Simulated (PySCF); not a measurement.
# B2PLYP/STO-3G run of C2H6BP (SMILES [BH3-][PH+]1C=C1)

Aim: the vertical ionisation energy of C2H6BP at B2PLYP/STO-3G, from 2 runs. 

The calculation is run with PySCF 2.14.0.

## (1) Starting point

The species is C2H6BP (10 atoms), meant as a singlet with charge 0. SMILES: `[BH3-][PH+]1C=C1`. Geometry: relaxed at GFN2-xTB.

Bond lengths: B1–P2 1.948 Å, P2–C3 1.818 Å, P2–C4 1.818 Å, C3–C4 1.317 Å, B1–H5 1.188 Å, B1–H6 1.188 Å, B1–H7 1.190 Å, P2–H8 1.412 Å, C3–H9 1.069 Å, C4–H10 1.069 Å. Some angles: B1–P2–C3 125.5°, B1–P2–C4 125.4°, C3–P2–C4 42.5°, P2–C3–C4 68.8°, P2–C4–C3 68.8°, B1–P2–H8 128.6°, C3–P2–H8 102.1°, C4–P2–H8 102.1°, P2–B1–H5 105.4°, P2–B1–H6 105.4°.

## (2) The energy at B2PLYP/STO-3G

File calc.py:

```python
# [BH3-][PH+]1C=C1
from pyscf import gto, dft, mp

system = gto.Mole()
system.atom = '''
B     -2.664797     0.564310    -1.855125
P     -0.380326    -0.833445     0.670418
C      3.048544    -0.857690     0.459770
C      2.257958     0.832897     2.107196
H     -3.211892    -1.159271    -3.184340
H     -4.405670     1.379878    -0.696912
H     -1.379973     2.127699    -2.834438
H     -0.845728    -2.774817     2.440619
H      4.699692    -1.583931    -0.449150
H      2.882229     2.304370     3.341981
'''
system.unit = 'bohr'
system.max_memory = 1860
system.basis = 'sto-3g'
system.spin = 0
system.verbose = 4
system.build()

mf = dft.RKS(system, xc='0.53*HF + 0.47*B88, 0.73*LYP')
mf.conv_tol = 1e-10
mf.grids.level = 4
mf.kernel()
if not mf.converged:
    mf = mf.newton().run(mf.mo_coeff, mf.mo_occ)

pt = mp.MP2(mf, frozen=8).run()
e_final = mf.e_tot + 0.27 * pt.e_corr
print('PT2 part  %.8f' % (0.27 * pt.e_corr))
print('Final energy', e_final)
```

Started as:

```
OMP_NUM_THREADS=1 python calc.py
```

The log of the run:

```text
PySCF version 2.14.0

[INPUT] num. atoms = 10
[INPUT] num. electrons = 38
[INPUT] charge = 0
[INPUT] spin (= nelec alpha-beta = 2S) = 0
[INPUT] symmetry False subgroup None
[INPUT] Mole.unit = bohr
[INPUT] Symbol           X                Y                Z      unit          X                Y                Z       unit  Magmom
[INPUT]  1 B     -1.410149844128   0.298619991894  -0.981689873408 AA   -2.664797000000   0.564310000000  -1.855125000000 Bohr   0.0
[INPUT]  2 P     -0.201259851920  -0.441040100555   0.354769927391 AA   -0.380326000000  -0.833445000000   0.670418000000 Bohr   0.0
[INPUT]  3 C      1.613220011287  -0.453870002034   0.243299806265 AA    3.048544000000  -0.857690000000   0.459770000000 Bohr   0.0
[INPUT]  4 C      1.194859916815   0.440750111444   1.115080102142 AA    2.257958000000   0.832897000000   2.107196000000 Bohr   0.0
[INPUT]  5 H     -1.699660050336  -0.613459794480  -1.685080159821 AA   -3.211892000000  -1.159271000000  -3.184340000000 Bohr   0.0
[INPUT]  6 H     -2.331380162834   0.730199991450  -0.368789948417 AA   -4.405670000000   1.379878000000  -0.696912000000 Bohr   0.0
[INPUT]  7 H     -0.730250263285   1.125929822497  -1.499919995366 AA   -1.379973000000   2.127699000000  -2.834438000000 Bohr   0.0
[INPUT]  8 H     -0.447539984237  -1.468369920873   1.291519955338 AA   -0.845728000000  -2.774817000000   2.440619000000 Bohr   0.0
[INPUT]  9 H      2.486969904743  -0.838180188870  -0.237679944285 AA    4.699692000000  -1.583931000000  -0.449150000000 Bohr   0.0
[INPUT] 10 H      1.525209903453   1.219420089528   1.768500184528 AA    2.882229000000   2.304370000000   3.341981000000 Bohr   0.0

nuclear repulsion = 145.13827171607
number of shells = 20
number of NR pGTOs = 90
number of NR cGTOs = 30
basis = sto-3g
ecp = {}

******** <class 'pyscf.dft.rks.RKS'> ********
method = RKS
initial guess = minao
damping factor = 0
level_shift factor = 0
DIIS = <class 'pyscf.scf.diis.CDIIS'>
diis_start_cycle = 1
diis_space = 8
diis_damp = 0
SCF conv_tol = 1e-10
SCF conv_tol_grad = None
SCF max_cycles = 50
direct_scf = True
direct_scf_tol = 1e-13
XC library pyscf.dft.libxc version 7.0.0
    S. Lehtola, C. Steigemann, M. J.T. Oliveira, and M. A.L. Marques.,  SoftwareX 7, 1–5 (2018)
XC functionals = 0.53*HF + 0.47*B88, 0.73*LYP
    A. D. Becke.,  Phys. Rev. A 38, 3098 (1988)
    C. Lee, W. Yang, and R. G. Parr.,  Phys. Rev. B 37, 785 (1988)
    B. Miehlich, A. Savin, H. Stoll, and H. Preuss.,  Chem. Phys. Lett. 157, 200 (1989)
radial grids:
    Treutler-Ahlrichs [JCP 102, 346 (1995); DOI:10.1063/1.469408] (M4) radial grids

becke partition: Becke, JCP 88, 2547 (1988); DOI:10.1063/1.454033
pruning grids: <function nwchem_prune>
grids dens level: 4
symmetrized grids: False
atomic radii adjust function: <function treutler_atomic_radii_adjust>
small_rho_cutoff = 0
Set gradient conv threshold to 1e-05
Initial guess from minao.
tot grids = 208648
init E= -440.800525801556
  HOMO = -0.245035967175298  LUMO = 0.0650027809257577  gap/eV = 8.43658
cycle= 1 E= -440.343629483617  delta_E= 0.457  |g|= 0.232  |ddm|= 3.84
  HOMO = -0.241575182613522  LUMO = 0.129333619006042  gap/eV = 10.09294
cycle= 2 E= -440.368491135508  delta_E= -0.0249  |g|= 0.0708  |ddm|= 0.586
  HOMO = -0.271654330174625  LUMO = 0.142844980677806  gap/eV = 11.27910
cycle= 3 E= -440.370452313787  delta_E= -0.00196  |g|= 0.0153  |ddm|= 0.139
  HOMO = -0.27272946597576  LUMO = 0.147394862941934  gap/eV = 11.43217
cycle= 4 E= -440.370551366916  delta_E= -9.91e-05  |g|= 0.0029  |ddm|= 0.0332
  HOMO = -0.272303432518025  LUMO = 0.145887019215124  gap/eV = 11.37954
cycle= 5 E= -440.370554599609  delta_E= -3.23e-06  |g|= 0.000865  |ddm|= 0.00619
  HOMO = -0.272328725295195  LUMO = 0.146042215289572  gap/eV = 11.38445
cycle= 6 E= -440.370554920318  delta_E= -3.21e-07  |g|= 0.000115  |ddm|= 0.00176
  HOMO = -0.272322111145772  LUMO = 0.146065405773201  gap/eV = 11.38490
cycle= 7 E= -440.370554923138  delta_E= -2.82e-09  |g|= 9.88e-05  |ddm|= 0.00027
  HOMO = -0.272323434646671  LUMO = 0.146066572509737  gap/eV = 11.38497
cycle= 8 E= -440.370554926066  delta_E= -2.93e-09  |g|= 1.16e-05  |ddm|= 0.000126
  HOMO = -0.272326776636592  LUMO = 0.14606537251271  gap/eV = 11.38503
cycle= 9 E= -440.370554926123  delta_E= -5.7e-11  |g|= 1.09e-06  |ddm|= 2.34e-05
  HOMO = -0.272326612758799  LUMO = 0.146066042960044  gap/eV = 11.38504
Extra cycle  E= -440.370554926125  delta_E= -1.36e-12  |g|= 3.96e-07  |ddm|= 3.26e-06
converged SCF energy = -440.370554926125

******** <class 'pyscf.mp.mp2.RMP2'> ********
nocc = 11, nmo = 22
frozen orbitals 8
E(RMP2) = -440.6502934852  E_corr = -0.279738559074757
E(SCS-RMP2) = -440.668562110422  E_corr = -0.298007184297131
E_corr(same-spin) = -0.0434758691452819
E_corr(oppo-spin) = -0.236262689929475
PT2 part  -0.07552941
Final energy -440.446084337075
```

It took 5.1 s on 1 thread of Arm Neoverse V1, shared host; peak memory 0.25 GiB.

## (3) The doublet cation

File job.py:

```python
from pyscf import gto, dft, mp

molecule = gto.Mole()
molecule.atom = '''
B     -1.410150     0.298620    -0.981690
P     -0.201260    -0.441040     0.354770
C      1.613220    -0.453870     0.243300
C      1.194860     0.440750     1.115080
H     -1.699660    -0.613460    -1.685080
H     -2.331380     0.730200    -0.368790
H     -0.730250     1.125930    -1.499920
H     -0.447540    -1.468370     1.291520
H      2.486970    -0.838180    -0.237680
H      1.525210     1.219420     1.768500
'''
molecule.max_memory = 1860
molecule.charge = 1
molecule.basis = 'sto-3g'
molecule.spin = 1
molecule.verbose = 4
molecule.build()

calc0 = dft.UKS(molecule, xc='0.53*HF + 0.47*B88, 0.73*LYP')
calc0.grids.level = 4
calc0.conv_tol = 1e-10
calc0.kernel()
if not calc0.converged:
    calc0 = calc0.newton().run(calc0.mo_coeff, calc0.mo_occ)

pt = mp.MP2(calc0, frozen=8).run()
e_final = calc0.e_tot + 0.27 * pt.e_corr
print('PT2 part  %.8f' % (0.27 * pt.e_corr))
print(f'total energy: {e_final:.8f} hartree')
```

Started as:

```
OMP_NUM_THREADS=1 python job.py
```

The log of the run:

```text
PySCF version 2.14.0

[... 64 lines left out ...]
WARN: beta  nocc = 18  HOMO -0.433571343093298 >= LUMO -0.432763076349407
[... 1 line left out ...]
WARN: HOMO -0.433571343093298 >= LUMO -0.432763076349407
[... 110 lines left out ...]
converged SCF energy = -440.041617202038  <S^2> = 0.75648229  2S+1 = 2.0064718
[... 1 line left out ...]
******** <class 'pyscf.mp.ump2.UMP2'> ********
nocc = (np.int64(11), np.int64(10)), nmo = (22, 22)
frozen orbitals 8
E(UMP2) = -440.319553609884  E_corr = -0.277936407846143
E(SCS-UMP2) = -440.330534874876  E_corr = -0.288917672838038
E_corr(same-spin) = -0.0514684806661537
E_corr(oppo-spin) = -0.226467927179989
PT2 part  -0.07504283
total energy: -440.11666003 hartree
```

Wall time 18 s (1 thread of Arm Neoverse V1, shared host); peak memory 0.25 GiB.

## (4) Summary of results

Level: B2PLYP/STO-3G, 8 core orbitals frozen.

| quantity | value |
| --- | --- |
| singlet C2H6BP: total energy | -440.44608 Eh |
| singlet C2H6BP: dipole moment (SCF part) | 5.31 D |
| singlet C2H6BP: HOMO energy (SCF part's orbitals) | -7.41 eV |
| singlet C2H6BP: LUMO energy (SCF part's orbitals) | 3.97 eV |
| singlet C2H6BP: HOMO–LUMO gap (SCF part's orbitals) | 11.39 eV |
| doublet cation: total energy | -440.11666 Eh |
| doublet cation: HOMO energy (SCF part's orbitals) (highest over α and β) | -13.74 eV |
| doublet cation: LUMO energy (SCF part's orbitals) (lowest over α and β) | -10.35 eV |
| doublet cation: ⟨S²⟩ | 0.756 |
| vertical ionisation energy (to the doublet cation) | 8.964 eV |

In words: The vertical ionisation energy comes to 8.96 eV (865 kJ/mol). The negative HOMO energy of the first species, 7.41 eV, lies 1.55 eV below that difference. In a minimal basis such a difference can be off by several eV, whatever the method.
